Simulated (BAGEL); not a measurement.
# HF/3-21G (density fitting with qzvpp-jkfit) run of CH3BClFO (SMILES OC(F)BCl)

Aim: the vertical singlet–triplet gap of CH3BClFO at HF/3-21G (density fitting with qzvpp-jkfit), from 2 runs. 

The calculation is run with BAGEL 1.2.2.

8 further runs of the same task are left out: 6 that didn't finish, 2 set aside as unsound or not needed.

## Step 1: Starting point

CH3BClFO: 8 atoms, total charge 0, spin state singlet. SMILES: `OC(F)BCl`. The shape is that of a PBE0-D4/def2-TZVP optimisation. This is one conformer, not always the lowest.

Bond lengths: O1–C2 1.377 Å, C2–F3 1.399 Å, C2–B4 1.589 Å, B4–Cl5 1.732 Å, O1–H6 0.962 Å, C2–H7 1.097 Å, B4–H8 1.189 Å. Angles: O1–C2–F3 110.4°, O1–C2–B4 107.3°, F3–C2–B4 107.0°, C2–B4–Cl5 119.9°, O1–C2–H7 112.0°, F3–C2–H7 105.2°, B4–C2–H7 114.8°, C2–O1–H6 109.9°, C2–B4–H8 120.8°, Cl5–B4–H8 119.3°.

## Step 2: A single-point energy at HF/3-21G (density fitting with qzvpp-jkfit)

hf.json reads:

```json
{ "bagel" : [

{
  "title" : "molecule",
  "basis" : "3-21g",
  "df_basis" : "qzvpp-jkfit",
  "angstrom" : "true",
  "geometry" : [
    { "atom" : "O", "xyz" : [      -0.045500,       0.346900,       1.395700 ] },
    { "atom" : "C", "xyz" : [       0.458900,       0.058800,       0.147300 ] },
    { "atom" : "F", "xyz" : [       1.315100,      -1.045400,       0.209200 ] },
    { "atom" : "B", "xyz" : [      -0.767200,      -0.356700,      -0.774700 ] },
    { "atom" : "Cl", "xyz" : [      -1.105700,       0.541100,      -2.217200 ] },
    { "atom" : "H", "xyz" : [       0.620500,       0.802400,       1.920200 ] },
    { "atom" : "H", "xyz" : [       1.073200,       0.877500,      -0.246600 ] },
    { "atom" : "H", "xyz" : [      -1.457200,      -1.281600,      -0.489900 ] }
  ]
},

{
  "title" : "hf"
},

{
  "title" : "print",
  "file" : "orbitals.molden",
  "orbitals" : "true"
}

]}
```

Launch:

```sh
$ BAGEL_NUM_THREADS=1 BAGEL hf.json > hf.out
```

The program printed:

```text
* using 1 threads per process

  ===============================================================
  ===============================================================

  *** Geometry ***

  { "atom" : "O", "xyz" : [     -0.085983,      0.655546,      2.637491 ] },
  { "atom" : "C", "xyz" : [      0.867195,      0.111116,      0.278357 ] },
  { "atom" : "F", "xyz" : [      2.485179,     -1.975520,      0.395331 ] },
  { "atom" : "B", "xyz" : [     -1.449798,     -0.674065,     -1.463971 ] },
  { "atom" : "Cl", "xyz" : [     -2.089470,      1.022531,     -4.189901 ] },
  { "atom" : "H", "xyz" : [      1.172575,      1.516316,      3.628652 ] },
  { "atom" : "H", "xyz" : [      2.028054,      1.658235,     -0.466006 ] },
  { "atom" : "H", "xyz" : [     -2.753709,     -2.421873,     -0.925777 ] },

  Number of auxiliary basis functions:      486

  Since a DF basis is specified, we compute 2- and 3-index integrals:
    o Being stored without compression. Storage requirement is 0.012 GB

  Number of basis functions:       55
  Number of electrons      :       48

    * METHOD: MOLECULE                             0.17

  *** RHF ***

  === Nuclear Repulsion ===
   202.5817195551

      * DIIS with orbital gradients will be used.

  === RHF iteration (3-21g) ===
      0       -694.45371763          0.02362708           0.05
      1       -694.56383505          0.01293829           0.05
      2       -694.59679193          0.00156376           0.05
      3       -694.59791245          0.00028731           0.05
      4       -694.59795836          0.00010291           0.05
      5       -694.59796498          0.00003014           0.05
      6       -694.59796543          0.00001143           0.05
      7       -694.59796547          0.00000265           0.05
      8       -694.59796548          0.00000096           0.05
      9       -694.59796548          0.00000038           0.05
     10       -694.59796548          0.00000011           0.05
     11       -694.59796548          0.00000005           0.05
     12       -694.59796548          0.00000002           0.05
     13       -694.59796548          0.00000001           0.05
    * SCF iteration converged.

    * Permanent dipole moment:
           (   -0.378037,    -0.617155,    -0.389958) a.u.

    * METHOD: HF                                   0.78

    * METHOD: PRINT                                0.01

  ===============================================================
```

Run time: 1.1 s. Hardware: 1 thread of Arm Neoverse V2, shared host.

## Step 3: The triplet

calc.json reads:

```json
{ "bagel" : [

{
  "title" : "molecule",
  "basis" : "3-21g",
  "df_basis" : "qzvpp-jkfit",
  "angstrom" : "true",
  "geometry" : [
    { "atom" : "O", "xyz" : [      -0.045500,       0.346900,       1.395700 ] },
    { "atom" : "C", "xyz" : [       0.458900,       0.058800,       0.147300 ] },
    { "atom" : "F", "xyz" : [       1.315100,      -1.045400,       0.209200 ] },
    { "atom" : "B", "xyz" : [      -0.767200,      -0.356700,      -0.774700 ] },
    { "atom" : "Cl", "xyz" : [      -1.105700,       0.541100,      -2.217200 ] },
    { "atom" : "H", "xyz" : [       0.620500,       0.802400,       1.920200 ] },
    { "atom" : "H", "xyz" : [       1.073200,       0.877500,      -0.246600 ] },
    { "atom" : "H", "xyz" : [      -1.457200,      -1.281600,      -0.489900 ] }
  ]
},

{
  "title" : "uhf",
  "nopen" : 2
},

{
  "title" : "print",
  "file" : "orbitals.molden",
  "orbitals" : "true"
}

]}
```

Launch:

```sh
$ BAGEL_NUM_THREADS=1 BAGEL calc.json > calc.out
```

The program printed:

```text
* using 1 threads per process

  ===============================================================
  ===============================================================

  *** Geometry ***

  { "atom" : "O", "xyz" : [     -0.085983,      0.655546,      2.637491 ] },
  { "atom" : "C", "xyz" : [      0.867195,      0.111116,      0.278357 ] },
  { "atom" : "F", "xyz" : [      2.485179,     -1.975520,      0.395331 ] },
  { "atom" : "B", "xyz" : [     -1.449798,     -0.674065,     -1.463971 ] },
  { "atom" : "Cl", "xyz" : [     -2.089470,      1.022531,     -4.189901 ] },
  { "atom" : "H", "xyz" : [      1.172575,      1.516316,      3.628652 ] },
  { "atom" : "H", "xyz" : [      2.028054,      1.658235,     -0.466006 ] },
  { "atom" : "H", "xyz" : [     -2.753709,     -2.421873,     -0.925777 ] },

  Number of auxiliary basis functions:      486

  Since a DF basis is specified, we compute 2- and 3-index integrals:
    o Being stored without compression. Storage requirement is 0.012 GB

  Number of basis functions:       55
  Number of electrons      :       48

    * METHOD: MOLECULE                             0.18

  *** Open-shell HF ***

  === Nuclear Repulsion ===
   202.5817195551

      * DIIS with orbital gradients will be used.

  === UHF iteration (3-21g) ===
      0       -694.21819768          0.04873435           0.10
      1       -694.33908670          0.03011681           0.10
      2       -694.37229686          0.01850313           0.10
      3       -694.39022387          0.00165289           0.10
      4       -694.39180821          0.00078275           0.10
      5       -694.39218682          0.00052801           0.10
      6       -694.39251562          0.00030524           0.10
      7       -694.39263178          0.00023768           0.10
      8       -694.39270569          0.00018726           0.10
      9       -694.39277933          0.00016781           0.10
     10       -694.39284359          0.00013382           0.10
     11       -694.39291115          0.00010927           0.10
     12       -694.39296443          0.00009577           0.10
     13       -694.39300877          0.00008169           0.09
     14       -694.39306317          0.00006872           0.10
     15       -694.39311363          0.00006242           0.10
     16       -694.39311713          0.00005904           0.10
     17       -694.39314015          0.00004953           0.10
     18       -694.39317130          0.00005184           0.10
     19       -694.39316220          0.00003993           0.10
     20       -694.39316505          0.00003993           0.10
     21       -694.39316711          0.00003980           0.10
     22       -694.39316662          0.00003961           0.10
     23       -694.39316369          0.00004014           0.10
     24       -694.39316771          0.00004001           0.10
     25       -694.39316688          0.00004032           0.09
     26       -694.39316524          0.00004035           0.09
     27       -694.39317239          0.00004014           0.09
     28       -694.39321173          0.00003903           0.10
     29       -694.39324222          0.00004103           0.10
     30       -694.39316293          0.00004281           0.10
     31       -694.39315865          0.00004343           0.10
     32       -694.39321319          0.00004516           0.10
     33       -694.39323125          0.00004128           0.10
     34       -694.39323123          0.00004288           0.10
     35       -694.39324403          0.00005557           0.10
     36       -694.39324760          0.00006017           0.10
     37       -694.39316349          0.00037326           0.10
     38       -694.39325918          0.00003673           0.10
     39       -694.39327243          0.00001767           0.10
     40       -694.39327324          0.00001348           0.10
     41       -694.39327350          0.00000907           0.10
     42       -694.39327383          0.00000356           0.10
     43       -694.39327385          0.00000051           0.10
     44       -694.39327385          0.00000023           0.10
     45       -694.39327385          0.00000013           0.10
     46       -694.39327385          0.00000008           0.10
     47       -694.39327385          0.00000005           0.10
     48       -694.39327385          0.00000004           0.10
     49       -694.39327385          0.00000003           0.10
     50       -694.39327385          0.00000002           0.10
     51       -694.39327385          0.00000001           0.10
     52       -694.39327385          0.00000001           0.10
    * SCF iteration converged.

    * S^2 (UHF) is 2.0119

    * Permanent dipole moment:
           (   -0.251932,    -1.099762,     0.347359) a.u.

    * METHOD: UHF                                  5.26

    * METHOD: PRINT                                0.01

  ===============================================================
```

Wall time 5.7 s (1 thread of Arm Neoverse V2, shared host).

## Step 4: What came out

At HF/3-21G (density fitting with qzvpp-jkfit):

| quantity | value |
| --- | --- |
| singlet: total energy | -694.59797 Eh |
| singlet: dipole moment | 2.09 D |
| singlet: HOMO energy | -12.20 eV |
| singlet: LUMO energy | 1.98 eV |
| singlet: HOMO–LUMO gap | 14.18 eV |
| triplet: total energy | -694.39327 Eh |
| triplet: dipole moment | 3.00 D |
| triplet: ⟨S²⟩ | 2.012 |
| vertical energy of the triplet above the singlet | 5.570 eV |

What this shows: At this shape the triplet lies 5.57 eV (128 kcal/mol) above the singlet.
